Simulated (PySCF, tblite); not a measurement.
**C₂H₁₂B₄P₂: geometry, infrared bands and NMR shifts**

What infrared bands and NMR shifts should C₂H₁₂B₄P₂ (`BPBPBB(C)C`) show?

Programs: tblite 0.8.0 and PySCF 2.14.0, with density-fitted response routines of our own. Each step states its level of theory. These are calculated values for one molecule in the gas phase, unless marked as measured. Atoms count from 0, in the outputs and in this text.

### 1 The starting structure

20 atoms, charge 0, multiplicity 1; geometry from: force field or distance geometry start.

Bonds of the start (Å): B0–P1 1.94, P1–B2 1.92, B2–P3 1.95, P3–B4 1.95, B4–B5 1.67, B5–C6 1.59, B5–C7 1.59, B0–H8 1.18, B0–H9 1.18, P1–H10 1.46, B2–H11 1.18, P3–H12 1.46, B4–H13 1.17, C6–H14 1.10, C6–H15 1.10, C6–H16 1.11, C7–H17 1.10, C7–H18 1.11, C7–H19 1.11.

### 2 Geometry optimisation with GFN2-xTB

Job settings and geometry (Å):

```
{"job": {"kind": "relax", "xc": "GFN2-xTB", "basis": "xTB"}, "charge": 0, "multiplicity": 1}
B      2.213200    -0.962200     0.946900
P      2.756900    -0.040900    -0.667500
B      1.927400     1.619900    -0.175700
P      0.263000     2.162900    -1.029500
B     -0.861700     1.217700     0.247000
B     -1.464300    -0.295200    -0.108400
C     -1.165800    -0.968300    -1.521800
C     -2.304300    -1.054200     1.005100
H      1.130400    -1.436600     1.009700
H      2.833000    -0.841400     1.942500
H      4.042200     0.335500    -0.096500
H      2.334600     2.247400     0.731700
H      0.192100     3.407800    -0.275600
H     -1.079600     1.704600     1.290200
H     -0.075100    -1.075600    -1.654800
H     -1.577000    -0.329900    -2.315000
H     -1.639700    -1.969200    -1.573900
H     -1.693300    -1.203100     1.911700
H     -3.209900    -0.457100     1.261600
H     -2.627300    -2.051700     0.635100
```

Run with:

```console
$ OMP_NUM_THREADS=1 python probes_run.py task.json out
```

The driver reads the jobs from task.json and runs them one after another.

**Question.** This job is followed by: GFN2-xTB harmonic vibrations, gas phase; GIAO PBE0/pcSseg-1 NMR shielding, non-relativistic, gas phase. What will the session give for the following? strongest single infrared mode (GFN2-xTB); zero-point energy (GFN2-xTB); 13C shifts against TMS (PBE0/pcSseg-1, means over atoms taken as alike); 1H shifts against TMS (PBE0/pcSseg-1, means over atoms taken as alike); 11B shifts against BF3·OEt2 (PBE0/pcSseg-1); 31P shifts against H3PO4 (PBE0/pcSseg-1); surface potential, 1st and 99th percentile.

As calculated:

| quantity | value |
| --- | --- |
| strongest single infrared mode (GFN2-xTB) | 1018 cm⁻¹, 203 km/mol |
| zero-point energy (GFN2-xTB) | 88.7 kcal/mol |
| 13C shifts against TMS (PBE0/pcSseg-1, means over atoms taken as alike) | 18.1 ppm |
| 1H shifts against TMS (PBE0/pcSseg-1, means over atoms taken as alike) | 9.72, 8.07, 7.60, 5.10, 4.97, 1.31 ppm |
| 11B shifts against BF3·OEt2 (PBE0/pcSseg-1) | 104.0, 86.9, 70.5, 65.9 ppm |
| 31P shifts against H3PO4 (PBE0/pcSseg-1) | -28.2, -54.7 ppm |
| surface potential, 1st and 99th percentile | -0.42 V and 0.82 V |

What this shows: Over 143 steps the energy fell by 1.326 eV; of the close pairs, B0–P1 changed most, 1.937 to 1.804 Å. All 54 modes are real, so the xTB geometry is a minimum. The strongest single mode, at 1018 cm⁻¹, moves mainly H11 and B2. Unscaled tight-binding wavenumbers are off by several per cent, some by more. Its intensities can rank the bands wrongly. At PBE0/pcSseg-1: The widest tensor belongs to P1: span 343 ppm, with a paramagnetic part of -626 ppm. By nearest atom (PBE0/pcSseg-1), the HOMO sits on P3 35 %; P1 26 % and the LUMO on B2 31 %; B0 21 %.
